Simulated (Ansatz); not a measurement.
# ClFGaHO: up Jacob's ladder to CCSD(T)

Aim: compute ClFGaHO with functionals from several rungs and with coupled cluster. The yardstick is the atomisation energy at the CCSD(T) limit.

The runs use Ansatz 0.2.0, Gaussian basis; functionals in def2-TZVPP, the program's frozen cores in correlated methods.

Levels to be run: LDA (SPW92), PBE-D4, revPBE-D4, BLYP-D4, r2SCAN-D4, B97M-V, PBE0-D4, B3LYP-D4, r2SCANh-D4, r2SCAN0-D4, HSE06-D4, BHLYP-D4, CAM-B3LYP-D4, LC-ωPBE, ωB97X-V, ωB97M-V, B2PLYP, PBE-QIDH; CCSD(T)/def2-SVP; CCSD(T)/def2-TZVPP; MP2/def2-QZVPP; extrapolation to the limit; RPA on PBE.

### 1 The geometry

All runs share one geometry, relaxed beforehand with PBE0-D4 in a triple-zeta def2 set.

SMILES `[OH][Ga]([F])[Cl]`, 5 atoms, charge 0, spin multiplicity 1.

Atoms are counted from 1 here; the program's logs count them from 0.

Bond lengths: O1–Ga2 1.761 Å, O1–H5 0.961 Å, Ga2–F3 1.733 Å, Ga2–Cl4 2.115 Å. Angles: Ga2–O1–H5 113.2°, O1–Ga2–F3 117.4°, O1–Ga2–Cl4 124.1°, F3–Ga2–Cl4 118.5°.

Coordinates:

```xyz
5

O    -0.4114   -1.2129    0.5674
Ga    0.0247    0.1940   -0.3972
F    -0.3418    0.1437   -2.0898
Cl    0.9603    1.9231    0.3823
H    -0.1820   -1.1214    1.4958
```

### 2 LDA

This LDA is Slater exchange with PW92 correlation.

The input, in.yaml:

```yaml
crystal:
  periodic: [false, false, false]
  atoms:
    - {symbol: O, position_ang: [-0.411413, -1.212907, 0.567401]}
    - {symbol: Ga, position_ang: [0.024731, 0.193997, -0.397177]}
    - {symbol: F, position_ang: [-0.341784, 0.143651, -2.089773]}
    - {symbol: Cl, position_ang: [0.960318, 1.923072, 0.382341]}
    - {symbol: H, position_ang: [-0.181951, -1.121412, 1.495807]}
basis:
  gaussian: {orbitals: def2-TZVPP}
hamiltonian: {xc: lda}
output: {orbitals: {seedname: orbitals}}
```

The runs that follow: PBE-D4 (GGA); revPBE-D4 (GGA); BLYP-D4 (GGA); r2SCAN-D4 (meta-GGA); B97M-V (meta-GGA); PBE0-D4 (hybrid); B3LYP-D4 (hybrid); r2SCANh-D4 (hybrid); r2SCAN0-D4 (hybrid); HSE06-D4 (hybrid); BHLYP-D4 (hybrid); CAM-B3LYP-D4 (range-separated); LC-ωPBE-D4 (range-separated); ωB97X-V (range-separated); ωB97M-V (range-separated); B2PLYP (double hybrid); PBE-QIDH (double hybrid); CCSD(T) in def2-SVP; CCSD(T) in def2-TZVPP; MP2 in def2-QZVPP; RPA on PBE orbitals.

Before running them: what should the planned runs give, taken together? Wanted: atomisation energy, CCSD(T)/CBS; farthest beyond LDA; mean size of error, GGA; mean size of error, meta-GGA; mean size of error, hybrid; mean size of error, range-separated; mean size of error, double hybrid; gap, smallest and largest; T1 diagnostic.

**Answer**, as computed:

| quantity | value |
| --- | --- |
| atomisation energy, CCSD(T)/CBS | 403.2 kcal/mol |
| functionals within 4.0 kcal/mol (1.0 %) | PBE-D4, r2SCAN-D4, B97M-V, LC-ωPBE, ωB97X-V |
| farthest beyond LDA | BHLYP-D4 (-31.0 kcal/mol) |
| mean size of error, GGA | 8.7 kcal/mol |
| mean size of error, meta-GGA | 2.3 kcal/mol |
| mean size of error, hybrid | 14.2 kcal/mol |
| mean size of error, range-separated | 4.8 kcal/mol |
| mean size of error, double hybrid | 7.7 kcal/mol |
| gap, smallest and largest | 5.31 eV (BLYP-D4), 13.19 eV (LC-ωPBE) |
| T1 diagnostic | 0.0136 |
| triples share of the correlation energy | 3.6 % |

In words: The LDA atomisation energy is off by 65.5 kcal/mol (16 %): it overbinds. PBE-D4 is off by +3.1 kcal/mol. Double hybrids carry the basis error of their MP2 part in triple zeta, and no dispersion term here, so their miss is partly the set-up's. Taken by rung, meta-GGA functionals do best (2.3 kcal/mol on average) and hybrid ones worst beyond LDA (14.2 kcal/mol). The mean of the hybrids holds BHLYP, with half exact exchange. Misses under about 4.0 kcal/mol are within the doubt on the reference itself, which lacks core-valence correlation, relativity and higher excitations, and its outer-core shells are covered unevenly. Hartree-Fock recovers 68 % of the binding; the rest is correlation. CCSD(T) in def2-SVP is off by -30.0 kcal/mol, so the small basis spoils what the method gains. Orbital gaps span 5.3 to 13.2 eV; exact exchange widens them. Correlated methods include outer-core shells of Ga, which these sets cover unevenly.
